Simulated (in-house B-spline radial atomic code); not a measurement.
**Pt⁴⁺: excited configurations**

Aim: the energies of several excited configurations of Pt⁴⁺ above a reference configuration, each from its own self-consistent run.

Program: in-house B-spline radial atomic code version 1. Level of theory: Dirac-Hartree-Fock, average of configuration, Fermi nucleus, basis-set limit. These are calculated values, not measurements, unless marked.

## (1) What is computed

| Item | Value |
| --- | --- |
| element | platinum (Z = 78) |
| charge | +4 |
| electrons | 74 |
| configuration | [Xe] 4f14 5d6 |
| Hamiltonian | Dirac-Coulomb |
| nucleus | Fermi, rms radius 5.427 fm |

Outer shells as boxes (Hund's rule):

[Xe] 4f14 5d6
```
[Xe] core
4f [↑↓][↑↓][↑↓][↑↓][↑↓][↑↓][↑↓]
5d [↑↓][↑ ][↑ ][↑ ][↑ ]
```

The boxes draw the filling by Hund's rule, which heavy ions in jj coupling don't follow; these runs average over all states of the configuration.

Settings, as recorded:

```ini
Z = 78
electrons = 74.0
configuration = [Xe] 4f14 5d6
hamiltonian = dirac
method = hf
spin_polarised = False
nucleus = fermi
rms_radius = 5.427
mass_number = 195
atomic_mass = 194.964794325
speed_of_light = 137.035999084
```

The reference is known from an earlier run: -18431.205238 hartree in all. Up to eight levels, counted from the top:

| orbital | occupation | energy (eV) | <r> (bohr) |
| --- | --- | --- | --- |
| 4d5/2 | 6 | -390.84 | 0.4723 |
| 5s1/2 | 2 | -170.90 | 0.9590 |
| 4f5/2 | 6 | -145.09 | 0.5076 |
| 4f7/2 | 8 | -141.46 | 0.5145 |
| 5p1/2 | 2 | -130.74 | 1.031 |
| 5p3/2 | 4 | -114.69 | 1.115 |
| 5d3/2 | 2.4 | -60.622 | 1.401 |
| 5d5/2 | 3.6 | -58.881 | 1.440 |

## (2) Configuration [Kr] 4d10 4f14 5s2 5p5 5d6 5f1

Settings, as recorded:

```ini
Z = 78
electrons = 74.0
configuration = [Kr] 4d10 4f14 5s2 5p5 5d6 5f1
hamiltonian = dirac
method = hf
spin_polarised = False
nucleus = fermi
rms_radius = 5.427
mass_number = 195
atomic_mass = 194.964794325
speed_of_light = 137.035999084
```

## (3) Configuration [Xe] 4f13 5d6 7s1

Changes to the settings of step 2:

```diff
@@ -2,3 +2,3 @@
 electrons = 74.0
-configuration = [Kr] 4d10 4f14 5s2 5p5 5d6 5f1
+configuration = [Xe] 4f13 5d6 7s1
 hamiltonian = dirac
```

## (4) Run with [Xe] 4f13 5d6 8f1

Changes to the settings of step 3:

```diff
@@ -2,3 +2,3 @@
 electrons = 74.0
-configuration = [Xe] 4f13 5d6 7s1
+configuration = [Xe] 4f13 5d6 8f1
 hamiltonian = dirac
```

## (5) Configuration [Kr] 4d9 4f14 5s2 5p6 5d7

Changes to the settings of step 4:

```diff
@@ -2,3 +2,3 @@
 electrons = 74.0
-configuration = [Xe] 4f13 5d6 8f1
+configuration = [Kr] 4d9 4f14 5s2 5p6 5d7
 hamiltonian = dirac
```

## (6) [Kr] 4d10 4f14 5s2 5p5 5d6 6d1

Changes to the settings of step 5:

```diff
@@ -2,3 +2,3 @@
 electrons = 74.0
-configuration = [Kr] 4d9 4f14 5s2 5p6 5d7
+configuration = [Kr] 4d10 4f14 5s2 5p5 5d6 6d1
 hamiltonian = dirac
```

## (7) Configuration [Xe] 4f14 5d5 7d1

Changes to the settings of step 6:

```diff
@@ -2,3 +2,3 @@
 electrons = 74.0
-configuration = [Kr] 4d10 4f14 5s2 5p5 5d6 6d1
+configuration = [Xe] 4f14 5d5 7d1
 hamiltonian = dirac
```

How far above the reference does each configuration lie (order and size, in eV)?

As calculated:

| net move | configuration | energy above the reference (eV) | with Breit, QED, recoil (eV) | largest <r> (bohr) |
| --- | --- | --- | --- | --- |
| 5d → 7d | [Xe] 4f14 5d5 7d1 | 43.217 | 43.227 | 6.18 |
| 5p → 6d | [Kr] 4d10 4f14 5s2 5p5 5d6 6d1 | 92.591 | 92.408 | 3.58 |
| 5p → 5f | [Kr] 4d10 4f14 5s2 5p5 5d6 5f1 | 95.058 | 94.864 | 3.04 |
| 4f → 7s | [Xe] 4f13 5d6 7s1 | 109.02 | 109.30 | 4.21 |
| 4f → 8f | [Xe] 4f13 5d6 8f1 | 126.40 | 126.66 | 12.6 |
| 4d → 5d | [Kr] 4d9 4f14 5s2 5p6 5d7 | 326.96 | 326.65 | 1.40 |

Quantum defects of the promoted electron, δ = n − ζ/√(−2ε) with ζ = 5 and ε its orbital energy in hartree:

| promotion | δ |
| --- | --- |
| 5d → 7d | 2.303 |
| 5p → 6d | 2.357 |
| 4f → 7s | 3.294 |
| 4f → 8f | 1.211 |

The energies run from 43.217 eV (5d → 7d) to 326.96 eV (4d → 5d). Koopmans' estimate of the ionisation threshold is 58.881 eV; 5 configurations exceed it by over 2 % and could autoionise. Of those tabulated, the defect is largest for 7s (3.29) and least for 8f (1.21): low angular momentum penetrates the core, high angular momentum stays outside it. Two partly filled shells share a symmetry and can mix in the average, which may lower the energy, for: 5d → 7d; 5p → 6d; 4f → 8f; 4d → 5d. These are averages over configurations, without correlation, not spectroscopic levels.
